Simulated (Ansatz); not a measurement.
# C3H7Br (SMILES CCCBr): levels of theory compared

We compute a comparison of 4 runs (HF/STO-3G, PBE/3-21G, B3LYP/6-31G*, PBE0/def2-SVPD) of C3H7Br. 

The results are computed with Ansatz 0.2.0.

4 further runs of the same task are left out: 1 that didn't finish, 3 set aside as unsound or not needed.

## 1. The system as given

C3H7Br: 11 atoms, total charge 0, spin state singlet. SMILES: `CCCBr`. The shape is that of a PBE0-D4/def2-TZVP optimisation. This is one conformer, not always the lowest.

Bond lengths: C1–C2 1.517 Å, C2–C3 1.510 Å, C3–Br4 1.953 Å, C1–H5 1.092 Å, C1–H6 1.092 Å, C1–H7 1.093 Å, C2–H8 1.094 Å, C2–H9 1.098 Å, C3–H10 1.089 Å, C3–H11 1.088 Å. Some angles: C1–C2–C3 114.2°, C2–C3–Br4 112.5°, C1–C2–H8 110.4°, C1–C2–H9 109.7°, C3–C2–H8 109.3°, C3–C2–H9 106.4°, C2–C1–H5 111.0°, C2–C1–H6 110.9°, C2–C1–H7 111.1°, C2–C3–H10 112.1°.

## 2. Energy and gradient at HF/STO-3G (run 1)

input.yaml reads:

```yaml
crystal:
  periodic: [false, false, false]
  atoms:
    - {symbol: C, position_ang: [-0.555400, 1.176300, 0.174600]}
    - {symbol: C, position_ang: [-0.232700, -0.258200, 0.548300]}
    - {symbol: C, position_ang: [0.751200, -0.933400, -0.376500]}
    - {symbol: Br, position_ang: [0.042600, -1.165200, -2.181600]}
    - {symbol: H, position_ang: [-1.020500, 1.228900, -0.811600]}
    - {symbol: H, position_ang: [-1.242800, 1.621500, 0.896400]}
    - {symbol: H, position_ang: [0.349400, 1.789900, 0.151000]}
    - {symbol: H, position_ang: [-1.148000, -0.854800, 0.598800]}
    - {symbol: H, position_ang: [0.212600, -0.288200, 1.551000]}
    - {symbol: H, position_ang: [1.664500, -0.352300, -0.499500]}
    - {symbol: H, position_ang: [1.004600, -1.937400, -0.042700]}
basis:
  gaussian: {orbitals: STO-3G}
output: {forces: true, orbitals: {seedname: orbitals}}
accuracy: high
hamiltonian: {xc: hf}
```

Launch:

```console
$ ansatz run input.yaml --threads 1 --pin off --max-ram 2610MiB --events-out events.jsonl --progress --plain --runs-dir runs
```

The program printed (excerpt; [...] marks lines left out):

```text
Warning: RAYON_NUM_THREADS=1 ignored (pool sized by the plan → 1); use --threads N
Functional definition: HF
  name "HF"
[...]
716 factors; integrals over basis functions are off by at most 3.5e-9 eV
[...]
mean field -72408.74149592 eV, -2660.9721695673 hartree, gradient 8.0e-8 eV, S^2 0.000000; 0 other end points of the search recorded, 0 dependent functions left out
[...]
reference -72408.74149592 eV, -2660.9721695673 hartree; 30, 30 occupied and 10, 10 virtual orbitals, 716 factors
Total energy: -72408.74149592 eV, -2660.9721695673 hartree
Atom 0 at    -0.555400     1.176300     0.174600 Å, force    -0.221999     1.264021    -0.355694 eV/Å
Atom 1 at    -0.232700    -0.258200     0.548300 Å, force    -0.458399    -0.601058     1.625993 eV/Å
Atom 2 at     0.751200    -0.933400    -0.376500 Å, force     0.405328    -0.684736    -2.304435 eV/Å
Atom 3 at     0.042600    -1.165200    -2.181600 Å, force     0.187888     0.089774     0.584361 eV/Å
Atom 4 at    -1.020500     1.228900    -0.811600 Å, force     0.111610    -0.050303     0.237636 eV/Å
Atom 5 at    -1.242800     1.621500     0.896400 Å, force     0.164391    -0.172778    -0.150527 eV/Å
Atom 6 at     0.349400     1.789900     0.151000 Å, force    -0.247137    -0.222477     0.025014 eV/Å
Atom 7 at    -1.148000    -0.854800     0.598800 Å, force     0.158791     0.188377    -0.049887 eV/Å
Atom 8 at     0.212600    -0.288200     1.551000 Å, force    -0.215010     0.122575    -0.239662 eV/Å
Atom 9 at     1.664500    -0.352300    -0.499500 Å, force     0.025325    -0.040195     0.317172 eV/Å
Atom 10 at     1.004600    -1.937400    -0.042700 Å, force     0.089212     0.106800     0.310029 eV/Å
Dipole moment:     0.111095     0.068234     0.375366 e Å
```

Run time: 1.4 s. Hardware: 1 thread of Arm Neoverse V1, shared host.

## 3. Energy and gradient at PBE/3-21G (run 2)

molecule.yaml reads:

```yaml
crystal:
  periodic: [false, false, false]
  atoms:
    - {symbol: C, position_ang: [-0.555400, 1.176300, 0.174600]}
    - {symbol: C, position_ang: [-0.232700, -0.258200, 0.548300]}
    - {symbol: C, position_ang: [0.751200, -0.933400, -0.376500]}
    - {symbol: Br, position_ang: [0.042600, -1.165200, -2.181600]}
    - {symbol: H, position_ang: [-1.020500, 1.228900, -0.811600]}
    - {symbol: H, position_ang: [-1.242800, 1.621500, 0.896400]}
    - {symbol: H, position_ang: [0.349400, 1.789900, 0.151000]}
    - {symbol: H, position_ang: [-1.148000, -0.854800, 0.598800]}
    - {symbol: H, position_ang: [0.212600, -0.288200, 1.551000]}
    - {symbol: H, position_ang: [1.664500, -0.352300, -0.499500]}
    - {symbol: H, position_ang: [1.004600, -1.937400, -0.042700]}
basis:
  gaussian:
    orbitals: 3-21G-spherical.json
total_charge: 0
hamiltonian:
  xc: pbe
accuracy: high
output: {forces: true, orbitals: {seedname: orbitals}}
```

The basis set 3-21G is read from a file made from the Basis Set Exchange's data (not shown).

Launch:

```console
$ ansatz run molecule.yaml --threads 1 --pin off --max-ram 2610MiB --events-out events.jsonl --progress --plain --runs-dir runs
```

The program printed (excerpt; [...] marks lines left out):

```text
Warning: RAYON_NUM_THREADS=1 ignored (pool sized by the plan → 1); use --threads N
Functional definition: PBE
  name "PBE"
[...]
1355 factors; integrals over basis functions are off by at most 1.2e-8 eV
[...]
mean field -72902.15603775 eV, -2679.1048195311 hartree, gradient 3.3e-8 eV, S^2 0.000000; 0 other end points of the search recorded, 0 dependent functions left out
[...]
reference -72902.15604022 eV, -2679.1048196219 hartree; 30, 30 occupied and 33, 33 virtual orbitals, 1355 factors
Total energy: -72902.15604022 eV, -2679.1048196219 hartree
Atom 0 at    -0.555400     1.176300     0.174600 Å, force    -0.045690     0.299283    -0.095813 eV/Å
Atom 1 at    -0.232700    -0.258200     0.548300 Å, force    -0.022716    -0.209308     0.273350 eV/Å
Atom 2 at     0.751200    -0.933400    -0.376500 Å, force     0.327526    -0.017977     0.243947 eV/Å
Atom 3 at     0.042600    -1.165200    -2.181600 Å, force    -0.425447    -0.097300    -0.978596 eV/Å
Atom 4 at    -1.020500     1.228900    -0.811600 Å, force    -0.161374    -0.052016    -0.387062 eV/Å
Atom 5 at    -1.242800     1.621500     0.896400 Å, force    -0.265862     0.152422     0.286151 eV/Å
Atom 6 at     0.349400     1.789900     0.151000 Å, force     0.361609     0.200004     0.003992 eV/Å
Atom 7 at    -1.148000    -0.854800     0.598800 Å, force    -0.352783    -0.212130    -0.025795 eV/Å
Atom 8 at     0.212600    -0.288200     1.551000 Å, force     0.168906     0.034199     0.392019 eV/Å
Atom 9 at     1.664500    -0.352300    -0.499500 Å, force     0.319413     0.245472     0.067748 eV/Å
Atom 10 at     1.004600    -1.937400    -0.042700 Å, force     0.096417    -0.342650     0.220059 eV/Å
Dipole moment:     0.103173     0.069778     0.374472 e Å
```

Run time: 6.6 s. Hardware: 1 thread of Arm Neoverse V1, shared host.

## 4. Energy and gradient at B3LYP/6-31G(d) (Cartesian functions) (run 3)

job.yaml reads:

```yaml
crystal:
  periodic: [false, false, false]
  atoms:
    - symbol: C
      position_ang: [-0.555400, 1.176300, 0.174600]
    - symbol: C
      position_ang: [-0.232700, -0.258200, 0.548300]
    - symbol: C
      position_ang: [0.751200, -0.933400, -0.376500]
    - symbol: Br
      position_ang: [0.042600, -1.165200, -2.181600]
    - symbol: H
      position_ang: [-1.020500, 1.228900, -0.811600]
    - symbol: H
      position_ang: [-1.242800, 1.621500, 0.896400]
    - symbol: H
      position_ang: [0.349400, 1.789900, 0.151000]
    - symbol: H
      position_ang: [-1.148000, -0.854800, 0.598800]
    - symbol: H
      position_ang: [0.212600, -0.288200, 1.551000]
    - symbol: H
      position_ang: [1.664500, -0.352300, -0.499500]
    - symbol: H
      position_ang: [1.004600, -1.937400, -0.042700]
basis:
  gaussian: {orbitals: "6-31G*"}
hamiltonian: {xc: {name: B3LYP}}
output: {forces: true, orbitals: {seedname: orbitals}}
accuracy: high
```

Launch:

```console
$ ansatz run job.yaml --threads 1 --pin off --max-ram 2610MiB --events-out events.jsonl --progress --plain --runs-dir runs
```

The program printed (excerpt; [...] marks lines left out):

```text
Warning: RAYON_NUM_THREADS=1 ignored (pool sized by the plan → 1); use --threads N
Functional definition: B3LYP
  name "B3LYP"
[...]
2097 factors; integrals over basis functions are off by at most 4.6e-9 eV
[...]
mean field -73264.63106267 eV, -2692.4255310026 hartree, gradient 2.1e-8 eV, S^2 0.000000; 0 other end points of the search recorded, 0 dependent functions left out
[...]
reference -73264.63109767 eV, -2692.4255322888 hartree; 30, 30 occupied and 64, 64 virtual orbitals, 2097 factors
Total energy: -73264.63109767 eV, -2692.4255322888 hartree
Atom 0 at    -0.555400     1.176300     0.174600 Å, force    -0.078350     0.227248    -0.038128 eV/Å
Atom 1 at    -0.232700    -0.258200     0.548300 Å, force    -0.097880    -0.089870     0.228013 eV/Å
Atom 2 at     0.751200    -0.933400    -0.376500 Å, force     0.320625    -0.094306     0.214772 eV/Å
Atom 3 at     0.042600    -1.165200    -2.181600 Å, force    -0.197209    -0.122839    -0.622914 eV/Å
Atom 4 at    -1.020500     1.228900    -0.811600 Å, force    -0.052990     0.033349    -0.077273 eV/Å
Atom 5 at    -1.242800     1.621500     0.896400 Å, force    -0.075723     0.060998     0.079757 eV/Å
Atom 6 at     0.349400     1.789900     0.151000 Å, force     0.093314     0.083282    -0.000729 eV/Å
Atom 7 at    -1.148000    -0.854800     0.598800 Å, force    -0.089600    -0.053529     0.022368 eV/Å
Atom 8 at     0.212600    -0.288200     1.551000 Å, force     0.036665    -0.003274     0.106831 eV/Å
Atom 9 at     1.664500    -0.352300    -0.499500 Å, force     0.089873     0.030875     0.030890 eV/Å
Atom 10 at     1.004600    -1.937400    -0.042700 Å, force     0.051276    -0.071935     0.056414 eV/Å
Dipole moment:     0.115724     0.088892     0.442231 e Å
```

Wall time 15 s (1 thread of Arm Neoverse V1, shared host).

## 5. Energy and forces at PBE0/def2-SVPD (run 4)

in.yaml reads:

```yaml
basis:
  gaussian: {orbitals: def2-SVPD}
crystal:
  periodic: [false, false, false]
  atoms:
    - {symbol: C, position_ang: [-0.555400, 1.176300, 0.174600]}
    - {symbol: C, position_ang: [-0.232700, -0.258200, 0.548300]}
    - {symbol: C, position_ang: [0.751200, -0.933400, -0.376500]}
    - {symbol: Br, position_ang: [0.042600, -1.165200, -2.181600]}
    - {symbol: H, position_ang: [-1.020500, 1.228900, -0.811600]}
    - {symbol: H, position_ang: [-1.242800, 1.621500, 0.896400]}
    - {symbol: H, position_ang: [0.349400, 1.789900, 0.151000]}
    - {symbol: H, position_ang: [-1.148000, -0.854800, 0.598800]}
    - {symbol: H, position_ang: [0.212600, -0.288200, 1.551000]}
    - {symbol: H, position_ang: [1.664500, -0.352300, -0.499500]}
    - {symbol: H, position_ang: [1.004600, -1.937400, -0.042700]}
hamiltonian: {xc: {name: PBE0}}
accuracy: high
output: {forces: true, orbitals: {seedname: orbitals}}
```

Launch:

```console
$ ansatz run in.yaml --threads 1 --pin off --max-ram 2610MiB --events-out events.jsonl --progress --plain --runs-dir runs
```

The program printed (excerpt; [...] marks lines left out):

```text
Warning: RAYON_NUM_THREADS=1 ignored (pool sized by the plan → 1); use --threads N
Functional definition: PBE0
  name "PBE0"
[...]
3105 factors; integrals over basis functions are off by at most 4.6e-9 eV
[...]
mean field -73249.29408536 eV, -2691.8619074820 hartree, gradient 2.5e-8 eV, S^2 0.000000; 0 other end points of the search recorded, 0 dependent functions left out
[...]
reference -73249.29408894 eV, -2691.8619076138 hartree; 30, 30 occupied and 127, 127 virtual orbitals, 3105 factors
Total energy: -73249.29408894 eV, -2691.8619076138 hartree
Atom 0 at    -0.555400     1.176300     0.174600 Å, force     0.008465    -0.133287     0.077883 eV/Å
Atom 1 at    -0.232700    -0.258200     0.548300 Å, force     0.089082     0.124203    -0.152996 eV/Å
Atom 2 at     0.751200    -0.933400    -0.376500 Å, force    -0.204776     0.024609    -0.061171 eV/Å
Atom 3 at     0.042600    -1.165200    -2.181600 Å, force    -0.026037    -0.019166    -0.094213 eV/Å
Atom 4 at    -1.020500     1.228900    -0.811600 Å, force    -0.101287     0.013683    -0.215179 eV/Å
Atom 5 at    -1.242800     1.621500     0.896400 Å, force    -0.148282     0.099725     0.154084 eV/Å
Atom 6 at     0.349400     1.789900     0.151000 Å, force     0.192217     0.134265    -0.005640 eV/Å
Atom 7 at    -1.148000    -0.854800     0.598800 Å, force    -0.191164    -0.126638     0.024483 eV/Å
Atom 8 at     0.212600    -0.288200     1.551000 Å, force     0.076374    -0.015406     0.195052 eV/Å
Atom 9 at     1.664500    -0.352300    -0.499500 Å, force     0.232284     0.142462    -0.019019 eV/Å
Atom 10 at     1.004600    -1.937400    -0.042700 Å, force     0.073123    -0.244450     0.096716 eV/Å
Dipole moment:     0.107487     0.088235     0.433062 e Å
```

Run time: 32 s. Hardware: 1 thread of Arm Neoverse V1, shared host; peak memory 0.76 GiB.

## 6. The series

```csv
run,level,Cartesian functions,energy (Eh),dipole moment (D),HOMO energy (eV),LUMO energy (eV),wall time
1,HF/STO-3G,no,-2660.972170,1.91,-8.16,9.64,1.4 s
2,PBE/3-21G,no,-2679.104820,1.90,-5.98,-0.19,6.6 s
3,B3LYP/6-31G* (Cartesian functions),yes,-2692.425532,2.24,-7.40,0.16,15 s
4,PBE0/def2-SVPD,no,-2691.861908,2.18,-7.82,-0.06,32 s
```

## 7. What came out

| quantity | value |
| --- | --- |
| run 4: total energy | -2691.86191 Eh |
| run 4: dipole moment | 2.18 D |
| run 4: HOMO energy | -7.82 eV |
| run 4: LUMO energy | -0.06 eV |
| run 4: HOMO–LUMO gap | 7.76 eV |
| run 4: largest force on an atom | 0.273 eV/Å |

In words: The dipole moment (its size) runs from 1.90 D (PBE/3-21G) to 2.24 D (B3LYP/6-31G*). The two ends differ in method and basis. The HOMO–LUMO gap runs from 5.80 eV (PBE/3-21G) to 17.80 eV (HF/STO-3G). Totals of different functionals can't be ranked against each other. In run 1 the basis is minimal, so the values are rough. All runs together took 56 s, the longest 32 s.
